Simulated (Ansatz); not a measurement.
# Ti2Zn: one contact scaled

An exercise on one series of results from a longer session: the logs are not shown, and one member is left open.

Method: DFT LDA, with the methods named in each step, in Ansatz 0.2.0.

5 further runs of the same task are left out: 5 that didn't finish.

## Starting point

The structure is tetragonal, space group I4/mmm (No. 139). Conventional cell: a = 3.021 Å, b = 3.021 Å, c = 10.584 Å, α = 90.00°, β = 90.00°, γ = 90.00°. Ti (site symmetry 4mm) is surrounded by 4 Zn at 2.75 Å and 8 Ti at 2.81 to 3.02 Å. Zn (site symmetry 4/mmm) has 8 Ti at 2.75 Å and 4 Zn at 3.02 Å as nearest neighbours.

Coordinates:

```xyz
3
Lattice="-1.5105 1.5105 5.2922 1.5105 -1.5105 5.2922 1.5105 1.5105 -5.2922" Properties=species:S:1:pos:R:3 pbc="T T T"
Ti    0.0000    0.0000    7.0253
Ti    0.0000    0.0000    3.5591
Zn    0.0000    0.0000    0.0000
```

Atoms are numbered in the order of the input: Ti1, Ti2, Zn3.

Set-up of the first run:

File input.yaml:

```yaml
crystal:
  lattice:
    - [-1.51051266, 1.51051266, 5.292171]
    - [1.51051266, -1.51051266, 5.292171]
    - [1.51051266, 1.51051266, -5.292171]
  atoms:
    - { symbol: Ti, position: [0.66373998, 0.66373998, 0.0] }
    - { symbol: Ti, position: [0.33626002, 0.33626002, 0.0] }
    - { symbol: Zn, position: [0.0, 0.0, 0.0] }
kpoints:
  mp_grid: { grid: [14, 14, 14] }
scf:
  occupations: { method: fermi_dirac, width: 0.05 }
hamiltonian:
  xc: lda
  pseudopotentials: { kind: all_electron, lapw: { basis_error: 0.001 } }
output:
  forces: true
  stress: true
  eigenvalues: true
  populations: true
```

The run is started by

```console
$ ansatz run input.yaml --threads 1 --pin off --max-ram 3072MiB --backend cpu --events-out ev --progress --plain --runs-dir out
```

Steps of the session up to this table: The bond as given, LAPW; Shortest bond scaled by 1, norm-conserving; Shortest bond scaled by 1.1, LAPW; Shortest bond scaled by 1.1, crystal datasets.

One of the session's tables, all rows but one given; the rest of the session is left out.

```
             method  length (Å)  F from the given length (eV/cell)  force along the bond (eV/Å)  largest force (eV/Å)
               LAPW       2.751                                  ?                            ?                     ?
               LAPW       3.026                              0.133                       -0.950                 1.038
                PAW       1.926                              2.610                        9.597                 9.681
                PAW       2.256                              0.669                        3.234                 3.347
                PAW       2.421                              0.266                        1.760                 1.876
                PAW       2.751                              0.000                        0.020                 0.064
                PAW       3.026                              0.133                       -0.949                 1.036
PAW (cutoff 800 eV)       1.926                                  –                        9.592                 9.676
   crystal datasets       3.026                                  –                       -0.950                 1.038
    norm-conserving       2.751                              0.000                        0.016                 0.050
```

**Question.** Estimate the row for LAPW, 2.751.

The run gave: F from the given length (eV/cell): 0.000; force along the bond (eV/Å): 0.019; largest force (eV/Å): 0.060.

Caveats from the session: Warnings in the runs' records: printed levels off, crystal datasets made, band levels unverified.
